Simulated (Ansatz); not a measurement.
**SnO2 (P6_3/mmc): convergence test of the k-point mesh in Python**

How fine a k-point mesh does SnO2 (P6_3/mmc) need? A script is to give a convergence test of the k-point mesh; the system is SnO2 (P6_3/mmc).

Program: Ansatz 0.2.0, driven from Python. Level of theory: DFT r2SCAN, plane waves, PAW. These are calculated values, not measurements.

### Step 1. The structure

It takes space group P6_3/mmc (No. 194, hexagonal). The conventional cell has a = 3.231 Å, b = 3.231 Å, c = 10.791 Å, α = 90.00°, β = 90.00°, γ = 120.00°. Around Sn (site symmetry -3m) lie 6 O at 2.12 Å. O (site symmetry 3m) has 3 Sn at 2.12 Å as nearest neighbours.

No structure file is read: the coordinates are typed or built in the script.

### Step 2. The code

File kconv.py:

```python
import logging
import sys

import ansatz as az
import matplotlib.pyplot as plt

logging.basicConfig(stream=sys.stdout, format="[%(levelname)s] %(message)s")
logger = logging.getLogger("ansatz_job")
logger.setLevel(logging.INFO)


def main() -> None:
    lattice = az.Lattice.of(
        [3.230576, 0.0, 0.0],
        [-1.615288, 2.797761, 0.0],
        [0.0, 0.0, 10.790562],
    )
    sites = [
        ("Sn", [0.0, 0.0, 0.5]),
        ("Sn", [0.0, 0.0, 0.0]),
        ("O", [2 / 3, 1 / 3, 0.405862]),
        ("O", [2 / 3, 1 / 3, 0.094138]),
        ("O", [1 / 3, 2 / 3, 0.594138]),
        ("O", [1 / 3, 2 / 3, 0.905862]),
    ]
    xtal = az.Crystal(lattice=lattice)
    for symbol, position in sites:
        xtal = xtal.atom(symbol, position)

    model = (
        xtal.calculation()
        .functional("r2SCAN")
        .pseudopotentials("paw")
        .basis(530)
        .occupations(az.OccupationsMethod.FIXED)
        .scf(tolerance=1e-10)
        .forces()
        .stress()
    )

    rows = []
    for value in [(3, 3, 1), (6, 6, 1), (6, 6, 2), (12, 12, 2), (12, 12, 4)]:
        summary = model.kpoints(mesh=value).run(threads=1).report
        rows.append((value, summary["free_energy_ev"] / len(summary["lattice"]["sites"]), summary["n_iterations"], sum(summary["stress_gpa"][i][i] for i in range(3)) / 3, max(abs(f) for row in summary["forces_ev_ang"] for f in row), summary["n_kpoints"]))

    logger.info("        mesh   F/atom (eV)    iterations       P (GPa)  max component (eV/A)      k-points")
    for row in rows:
        logger.info(f"{str(row[0]):>12s}  {row[1]:12.5f}  {row[2]:12d}  {row[3]:12.3f}  {row[4]:20.4f}  {row[5]:12d}")

    for row in rows[:-1]:
        shift = 1000 * (row[1] - rows[-1][1])
        logger.info(f"{row[0]}: {shift:+.2f} meV/atom" + ("  (within 5 meV)" if abs(shift) < 5 else ""))
    plt.figure(figsize=(4.5, 3))
    plt.plot([str(row[0]) for row in rows], [1000 * (row[1] - rows[-1][1]) for row in rows], "o-")
    plt.xlabel("mesh")
    plt.ylabel("F - F(last) (meV/atom)")
    plt.tight_layout()
    plt.savefig("kconv.png", dpi=100)


if __name__ == "__main__":
    main()
```

### Step 3. The calls as engine input

The engine receives this input (first run):

```yaml
crystal:
  lattice:
    - [3.230576, 0.0, 0.0]
    - [-1.615288, 2.797761, 0.0]
    - [0.0, 0.0, 10.790562]
  atoms:
    - { symbol: Sn, position: [0.0, 0.0, 0.5] }
    - { symbol: Sn, position: [0.0, 0.0, 0.0] }
    - { symbol: O, position: [0.6666666666666666, 0.3333333333333333, 0.405862] }
    - { symbol: O, position: [0.6666666666666666, 0.3333333333333333, 0.094138] }
    - { symbol: O, position: [0.3333333333333333, 0.6666666666666666, 0.594138] }
    - { symbol: O, position: [0.3333333333333333, 0.6666666666666666, 0.905862] }
basis:
  ecutwfc: 530.0
kpoints:
  mp_grid:
    grid: [3, 3, 1]
hamiltonian:
  xc: r2scan
  pseudopotentials:
    kind: paw
scf:
  convergence:
    dr2_threshold: 1.0e-10
  occupations:
    method: fixed
output:
  forces: true
  stress: true
```

### Step 4. Running it

Started as:

```sh
$ python kconv.py
```

The program printed:

```text
[INFO]         mesh   F/atom (eV)    iterations       P (GPa)  max component (eV/A)      k-points
[INFO]    (3, 3, 1)   -2391.79382            10        -5.875                0.6850             3
[INFO]    (6, 6, 1)   -2391.81935            10        -6.095                0.6372             7
[INFO]    (6, 6, 2)   -2391.82001            10        -6.098                0.6312            14
[INFO]  (12, 12, 2)   -2391.82014            10        -6.099                0.6311            38
[INFO]  (12, 12, 4)   -2391.82014            10        -6.099                0.6311            57
[INFO] (3, 3, 1): +26.32 meV/atom
[INFO] (6, 6, 1): +0.79 meV/atom  (within 5 meV)
[INFO] (6, 6, 2): +0.14 meV/atom  (within 5 meV)
[INFO] (12, 12, 2): +0.00 meV/atom  (within 5 meV)
```

Run time: 96 s. Hardware: 1 thread of Arm Neoverse V1, shared host; peak memory 0.8 GiB.

### Step 5. Inputs of later runs

The engine's inputs for some of the other runs:

Run 2, against run 1:

```diff
@@ -17 +17 @@
-    grid: [3, 3, 1]
+    grid: [6, 6, 1]
```

Run 3, against run 1:

```diff
@@ -17 +17 @@
-    grid: [3, 3, 1]
+    grid: [6, 6, 2]
```

Run 5, against run 1:

```diff
@@ -17 +17 @@
-    grid: [3, 3, 1]
+    grid: [12, 12, 4]
```

### Step 6. What each run gave

One row for each of the 5 runs:

```csv
run,k mesh,energy from run 5 (meV/atom),pressure (GPa),gap on the mesh (eV),SCF cycles,CPU time (s)
1,"[3, 3, 1]",26.32,-5.88,2.68,10,4.8
2,"[6, 6, 1]",0.79,-6.10,2.63,10,7.3
3,"[6, 6, 2]",0.14,-6.10,2.63,10,12
4,"[12, 12, 2]",0.00,-6.10,2.61,10,28
5,"[12, 12, 4]",0.00,-6.10,2.61,10,41
```

### Step 7. Summary of results

```
                              quantity           value
                         runs compared               5
       last run but one, from the last  +0.00 meV/atom
within 5 meV/atom of the last run from       [6, 6, 1]
```

What this shows: From 6×6×1 on it stays within 5 meV an atom of the value at 12×12×4; the first row (3×3×1) is off by 26.3 meV and the last but one by 0.00 meV. The pressure moves from -5.88 to -6.10 GPa. The last run costs about 8.5 times the first. Pressure is positive in compression. At these settings the cell as given stands under about -6 GPa, so it isn't at this functional's equilibrium volume. This cell is a computed structure, which may not be the phase found in nature. Shifts are counted from the finest mesh, which is itself no proven limit.
